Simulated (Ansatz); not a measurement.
# CHBS2: how energies converge with the basis set

The task here is to estimate one member of a computed series from the others.

Computed with Ansatz 0.2.0, Gaussian basis. Level: one geometry, several basis sets.

The runs, in order: PBE0-D4/def2-SVP; ωB97M-V/def2-SVP; PBE0-D4/def2-QZVPP; ωB97M-V/def2-QZVPP; the functionals' def2-TZVPP values are taken from earlier runs.

**Structure used throughout**

The geometry comes from an earlier relaxation with PBE0-D4 in a triple-zeta def2 set; it is a stationary point.

SMILES `S=C1BS1`, 5 atoms, charge 0, spin multiplicity 1.

Atoms are counted from 1 here; the program's logs count them from 0.

Bond lengths: S1–C2 1.589 Å, C2–B3 1.488 Å, C2–S4 1.834 Å, B3–S4 1.761 Å, B3–H5 1.180 Å. Angles: S1–C2–B3 160.3°, S1–C2–S4 136.7°, B3–C2–S4 63.0°, C2–B3–S4 68.1°, C2–B3–H5 150.6°, S4–B3–H5 141.2°, C2–S4–B3 48.9°.

The first run:

The input, in.yaml:

```yaml
crystal:
  periodic: [false, false, false]
  atoms:
    - {symbol: S, position_ang: [-0.641066, -1.709026, 1.332439]}
    - {symbol: C, position_ang: [-0.262434, -0.520636, 0.348548]}
    - {symbol: B, position_ang: [0.522069, 0.562878, -0.303611]}
    - {symbol: S, position_ang: [-1.077046, 0.388851, -1.020102]}
    - {symbol: H, position_ang: [1.508377, 1.204334, -0.398773]}
basis:
  gaussian: {orbitals: def2-SVP}
hamiltonian: {xc: pbe0, dispersion: d4}
output: {orbitals: {seedname: orbitals}}
```

Run with:

```console
ansatz run in.yaml --threads 2 --pin off --events-out ev --progress --plain --max-ram 4352MiB
```

Among the steps run: PBE0-D4 in def2-SVP; ωB97M-V in def2-SVP; PBE0-D4 in def2-QZVPP; ωB97M-V in def2-QZVPP.

One of the session's tables, all rows but one given; the rest of the session is left out.

It belongs to the step «Density functionals: the series». 

| functional | basis | HOMO (eV) | LUMO (eV) |
| --- | --- | --- | --- |
| PBE0-D4 | def2-SVP | -6.51 | -3.10 |
| PBE0-D4 | def2-TZVPP | -6.59 | -3.23 |
| PBE0-D4 | def2-QZVPP | -6.62 | -3.27 |
| ωB97M-V | def2-SVP | ? | ? |
| ωB97M-V | def2-TZVPP | -8.61 | -1.15 |
| ωB97M-V | def2-QZVPP | -8.64 | -1.22 |

Estimate the missing values for ωB97M-V, def2-SVP.

**Answer.** HOMO (eV): -8.49; LUMO (eV): -0.95. In the column «HOMO (eV)» it lies between ωB97M-V, def2-TZVPP (-8.61) and PBE0-D4, def2-QZVPP (-6.62).
